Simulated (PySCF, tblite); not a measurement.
# C4H5O3S−: a rotation path, then NMR shifts on frames

How do NMR shifts of C4H5O3S− (`CC#CCS(=O)(=O)[O-]`) change as the atoms move?

The runs use tblite 0.8.0 and PySCF 2.14.0, with density-fitted response routines of our own; the level of theory stands in each step. All values are computed, except where a source is named. Atoms are numbered from 0 throughout.

## (1) The molecule as given

13 atoms, charge -1, multiplicity 1; geometry from: GFN2-xTB.

Bonds of the start (Å): C0–C1 1.45, C1–C2 1.20, C2–C3 1.42, C3–S4 1.86, S4–O5 1.46, S4–O6 1.46, S4–O7 1.46, C0–H8 1.09, C0–H9 1.09, C0–H10 1.09, C3–H11 1.09, C3–H12 1.09.

## (2) A band between two rotamers with GFN2-xTB

The job: settings as JSON, then the geometry in Å.

```
{"job": {"kind": "neb", "xc": "GFN2-xTB", "basis": "xTB", "atoms": [2, 3, 4, 7], "turn": 120}, "charge": -1, "multiplicity": 1}
C     -2.627793     0.493300     0.634964
C     -1.356144    -0.015111     0.152817
C     -0.296855    -0.423652    -0.238076
C      0.984135    -0.861338    -0.668574
S      2.256455     0.230569     0.144237
O      3.516587    -0.311928    -0.365824
O      2.069450     0.036680     1.577359
O      1.960864     1.577189    -0.330513
H     -3.146751     1.030447    -0.161499
H     -3.264004    -0.326987     0.975825
H     -2.461211     1.178810     1.466927
H      1.140069    -0.735836    -1.736005
H      1.220809    -1.871656    -0.347957
```

With the program's defaults for keys left out, this is: GFN2-xTB climbing-image nudged elastic band, gas phase.

Launch:

```
OMP_NUM_THREADS=1 python probes_run.py task.json out
```

One launch serves the whole session: the jobs run in the order shown.

The program printed:

```text
image   E - E0 / eV
  0      -0.0000
  1       0.0096
  2       0.0313
  3       0.0525
  4       0.0606
  5       0.0506
  6       0.0287
  7       0.0083
  8       0.0001
```

It took 9.1 s on 1 thread, shared host.

The final band, with the dihedral C2–C3–S4–O7:

```
image  dihedral (°)  energy (eV)  energy (kcal/mol)
    0           -61        0.000                0.0
    1           -46        0.010                0.2
    2           -31        0.031                0.7
    3           -15        0.053                1.2
    4             1        0.061                1.4
    5            16        0.051                1.2
    6            32        0.029                0.7
    7            47        0.008                0.2
    8            61        0.000                0.0
```

## (3) NMR shieldings: image 0, PBE0/pcSseg-1

The job: settings as JSON, then the geometry in Å.

```
{"job": {"kind": "nmr", "xc": "PBE0", "basis": "pcSseg-1", "pop": false}, "charge": -1, "multiplicity": 1}
C     -2.627800     0.493300     0.635000
C     -1.356100    -0.015100     0.152800
C     -0.296900    -0.423700    -0.238100
C      0.984100    -0.861300    -0.668600
S      2.256500     0.230600     0.144200
O      3.516600    -0.311900    -0.365800
O      2.069400     0.036700     1.577400
O      1.960900     1.577200    -0.330500
H     -3.146800     1.030400    -0.161500
H     -3.264000    -0.327000     0.975800
H     -2.461200     1.178800     1.466900
H      1.140100    -0.735800    -1.736000
H      1.220800    -1.871700    -0.348000
```

Method: GIAO PBE0/pcSseg-1 NMR shielding, non-relativistic, gas phase.

The program printed:

```text
coarse grid: 12328 points
cycle   1  E = -778.2294729609  dE =  1.937e+00  |g| = 1.327e+00  |ddm| = 4.135e+00
cycle   2  E = -777.7716409986  dE =  4.578e-01  |g| = 2.099e+00  |ddm| = 3.504e+00
cycle   3  E = -778.5392012505  dE = -7.676e-01  |g| = 2.095e-01  |ddm| = 2.412e+00
cycle   4  E = -778.5472144107  dE = -8.013e-03  |g| = 1.136e-01  |ddm| = 3.113e-01
cycle   5  E = -778.5497976445  dE = -2.583e-03  |g| = 4.869e-02  |ddm| = 1.082e-01
cycle   6  E = -778.5503618533  dE = -5.642e-04  |g| = 4.543e-03  |ddm| = 4.143e-02
cycle   7  E = -778.5503663170  dE = -4.464e-06  |g| = 1.709e-03  |ddm| = 5.948e-03
final grid: 117064 points
cycle   8  E = -778.6318722879  dE = -1.913e-05  |g| = 1.245e-02  |ddm| = 4.536e-02
cycle   9  E = -778.6318474568  dE =  2.483e-05  |g| = 1.672e-02  |ddm| = 2.967e-02
cycle  10  E = -778.6319036967  dE = -5.624e-05  |g| = 2.112e-03  |ddm| = 1.793e-02
cycle  11  E = -778.6319045244  dE = -8.277e-07  |g| = 3.747e-04  |ddm| = 1.845e-03
cycle  12  E = -778.6319045444  dE = -2.000e-08  |g| = 2.384e-04  |ddm| = 4.232e-04
cycle  13  E = -778.6319045580  dE = -1.365e-08  |g| = 3.270e-05  |ddm| = 1.978e-04
cycle  14  E = -778.6319045583  dE = -2.290e-10  |g| = 1.016e-05  |ddm| = 3.954e-05
converged SCF energy = -778.6319045583

GIAO shielding tensors (ppm)
atom      isotropic    diamagn.    paramagn.     s11        s22        s33       span
  0 C      180.471     253.705     -73.233    173.179    173.909    194.327     21.148
  1 C      110.824     268.076    -157.252     33.208     37.684    261.581    228.373
  2 C       97.942     265.505    -167.563      8.692     13.624    271.508    262.815
  3 C      138.676     259.127    -120.452    117.594    125.003    173.431     55.837
  4 S      182.465    1049.335    -866.870     46.250    248.641    252.504    206.254
  5 O       90.240     399.515    -309.275     42.122     78.692    149.906    107.784
  6 O      100.934     405.286    -304.352     51.975     93.756    157.072    105.096
  7 O      101.132     405.690    -304.558     51.430     94.263    157.702    106.272
  8 H       29.881      29.920      -0.039     24.734     28.263     36.647     11.913
  9 H       29.952      29.196       0.756     24.760     28.234     36.863     12.104
 10 H       29.542      31.145      -1.603     24.170     28.525     35.931     11.761
 11 H       28.932      32.611      -3.679     25.181     29.160     32.454      7.273
 12 H       28.935      32.348      -3.413     25.153     29.174     32.478      7.325
```

Wall time 76 s (1 thread, shared host).

Shifts follow as δ = σ(reference) − σ, with reference shieldings (ppm) from runs at the same level and on the same kind of geometry: 1H TMS 31.72, 13C TMS 186.9, 17O H2O 336.1, 33S CS2 504. The references are single molecules in the gas phase, so shifts against H2O, NH3, PH3, H3PO4 or CFCl3 are not on the usual liquid scales and can be off by tens of ppm. Each atom is listed at this fixed geometry, with no averaging over motion; a spectrum would average atoms that exchange fast.

```
atoms                                    environment  σ (ppm)  δ (ppm)
   C2                                  alkyne carbon     97.9     89.0
   C1                                  alkyne carbon    110.8     76.1
   C3                propargylic sp3 CH2 bonded to S    138.7     48.2
   C0                      propargylic methyl carbon    180.5      6.5
  H11  hydrogen on a propargylic sp3 CH2 bonded to S    28.93     2.79
  H12  hydrogen on a propargylic sp3 CH2 bonded to S    28.93     2.78
  H10        hydrogen on a propargylic methyl carbon    29.54     2.17
   H8        hydrogen on a propargylic methyl carbon    29.88     1.84
   H9        hydrogen on a propargylic methyl carbon    29.95     1.76
   S4                                sulfonyl sulfur      182      321
   O5                 oxygen of an anionic S–O group     90.2    245.8
   O6                 oxygen of an anionic S–O group    100.9    235.1
   O7                 oxygen of an anionic S–O group    101.1    234.9
```

Orbitals, density, ELF and potential are computed afterwards from the orbital file.

Frontier orbitals at PBE0/pcSseg-1, with the share of their density that lies nearest to each atom:

```
orbital  energy (eV)                                    lies on
   HOMO        -2.00                 O5, O6, O7 about 33 % each
   LUMO         4.50  H8, H9 about 32 % each; H10 20 %; C0 10 %
```

ELF in a plane through or near 7 of the atoms.

Ten even steps from ' ' (0.00) to '@' (1.00):
```
                                                        
                                                        
                                                        
                                                        
                                    --%%%%++..          
                ......              **@@@@@@--          
        --==::::====--..            %%@@@@@@**          
      ::**##**++..::::::    ..----..**@@@@@@==          
      --%%%%**##==%%..::  ..++##**++++##%%**::          
      --%%==::##--..++==::++##%%++##%%##..++::          
      ::##%%%%**==##@@**##++--%%::..@@----##==..        
      ..++####--  ==++::%%++%%**++==##==****==..        
        ::====..  ----::##%%==%%%%**--..--==::          
                  --**++==++****##++::    ..            
                  ..====::..::====--                    
                    ..::..  ..::::..                    
                                                        
                                                        
                                                        
                                                        
```
The map spans 12.3 Å across and 8.1 Å up, centred on the molecule. Atoms in the plane (x, y in Å): C0 (2.7, 0.1), C1 (1.3, -0.3), C2 (0.2, -0.6), C3 (-1.2, -0.9), S4 (-2.2, 0.7), O5 (-3.6, 0.2), H10 (2.8, 1.2).

log10 of the density (e/Å³) in the same plane.

Ten even steps from ' ' (-4.0) to '@' (1.9):
```
                                                        
                                                        
              ..::::::::..            ....              
          ..::::--------::..      ..::::::::..          
        ::::----========--::......::--------::..        
      ..----====++++++====--::::::--========--::        
    ..--====++++******++==--------==++****++==--..      
    ::==++******####**++============++****++==--::      
  ..--==**######%%@@##++====++++++****####**++--::..    
  ..--==**%%@@######****++++********##%%%%**++==::..    
    ::==**####**************####%%########**++==::..    
    ::--++++**++++**########@@####********++++==::..    
    ..::==========++**@@##**********++++++====--::      
      ..::------==++******++++++++====--------::..      
          ..::::--==++++++========------::::::..        
            ..::--==========--------::::......          
              ..::----------::::::::....                
                ..::::::::::......                      
                  ........                              
                                                        
```
The map spans 12.3 Å across and 8.1 Å up, centred on the molecule. Atoms in the plane (x, y in Å): C0 (2.7, 0.1), C1 (1.3, -0.3), C2 (0.2, -0.6), C3 (-1.2, -0.9), S4 (-2.2, 0.7), O5 (-3.6, 0.2), H10 (2.8, 1.2).

On the surface of density 0.002 e/bohr³ the electrostatic potential runs, from the 1st to the 99th percentile, from -6.05 V near O7 to -1.70 V near H9.

## (4) NMR shieldings: image 2, PBE0/pcSseg-1

The job: settings as JSON, then the geometry in Å.

```
{"job": {"kind": "nmr", "xc": "PBE0", "basis": "pcSseg-1", "pop": false}, "charge": -1, "multiplicity": 1}
C     -2.631300     0.559600     0.540500
C     -1.366100    -0.023100     0.132200
C     -0.303500    -0.480100    -0.189900
C      0.987500    -0.943000    -0.560800
S      2.254900     0.230300     0.153000
O      3.357800     0.141600    -0.804600
O      2.567100    -0.335600     1.462200
O      1.623400     1.542300     0.200500
H     -3.127100     1.028200    -0.311900
H     -3.294500    -0.202500     0.955500
H     -2.449900     1.319800     1.300700
H      1.147500    -0.922800    -1.635100
H      1.229800    -1.914300    -0.138600
```

Level: GIAO PBE0/pcSseg-1 NMR shielding, non-relativistic, gas phase.

The program printed:

```text
coarse grid: 12328 points
cycle   1  E = -778.2261358428  dE =  1.937e+00  |g| = 1.329e+00  |ddm| = 4.114e+00
cycle   2  E = -777.7647766037  dE =  4.614e-01  |g| = 2.104e+00  |ddm| = 3.785e+00
cycle   3  E = -778.5363160707  dE = -7.715e-01  |g| = 2.125e-01  |ddm| = 2.742e+00
cycle   4  E = -778.5445425129  dE = -8.226e-03  |g| = 1.153e-01  |ddm| = 3.114e-01
cycle   5  E = -778.5472135312  dE = -2.671e-03  |g| = 4.867e-02  |ddm| = 1.084e-01
cycle   6  E = -778.5477767945  dE = -5.633e-04  |g| = 4.719e-03  |ddm| = 4.195e-02
cycle   7  E = -778.5477814048  dE = -4.610e-06  |g| = 1.999e-03  |ddm| = 5.977e-03
final grid: 117064 points
cycle   8  E = -778.6293648229  dE = -1.870e-05  |g| = 1.240e-02  |ddm| = 4.351e-02
cycle   9  E = -778.6293389090  dE =  2.591e-05  |g| = 1.687e-02  |ddm| = 3.249e-02
cycle  10  E = -778.6293957368  dE = -5.683e-05  |g| = 2.204e-03  |ddm| = 1.962e-02
cycle  11  E = -778.6293966357  dE = -8.989e-07  |g| = 3.811e-04  |ddm| = 1.954e-03
cycle  12  E = -778.6293966572  dE = -2.148e-08  |g| = 2.237e-04  |ddm| = 4.293e-04
cycle  13  E = -778.6293966685  dE = -1.136e-08  |g| = 4.391e-05  |ddm| = 1.895e-04
cycle  14  E = -778.6293966689  dE = -3.517e-10  |g| = 2.166e-05  |ddm| = 5.120e-05
converged SCF energy = -778.6293966689

GIAO shielding tensors (ppm)
atom      isotropic    diamagn.    paramagn.     s11        s22        s33       span
  0 C      180.427     253.711     -73.283    172.931    174.175    194.176     21.245
  1 C      107.430     268.541    -161.111     31.735     37.535    253.021    221.287
  2 C       98.645     265.521    -166.877      6.982     15.633    273.319    266.337
  3 C      137.009     259.363    -122.354    114.867    119.650    176.509     61.642
  4 S      185.548    1049.446    -863.898     45.463    249.919    261.262    215.799
  5 O       84.408     399.884    -315.476     18.654     81.754    152.815    134.161
  6 O       87.390     402.719    -315.329     20.744     86.731    154.695    133.951
  7 O      102.379     406.926    -304.547     68.971     91.623    146.544     77.572
  8 H       29.852      29.940      -0.087     24.763     28.205     36.589     11.826
  9 H       29.987      29.093       0.894     24.766     28.234     36.961     12.195
 10 H       29.474      31.254      -1.780     24.104     28.565     35.753     11.649
 11 H       28.707      33.055      -4.348     24.376     29.599     32.146      7.770
 12 H       28.660      32.332      -3.672     25.572     28.827     31.581      6.008
```

It took 50 s on 1 thread, shared host.

Key values: δ C2 88.3, C1 79.5, C3 49.9, C0 6.5, H12 3.06, H11 3.01 ppm.

(Part 1 of 2 ends here.)
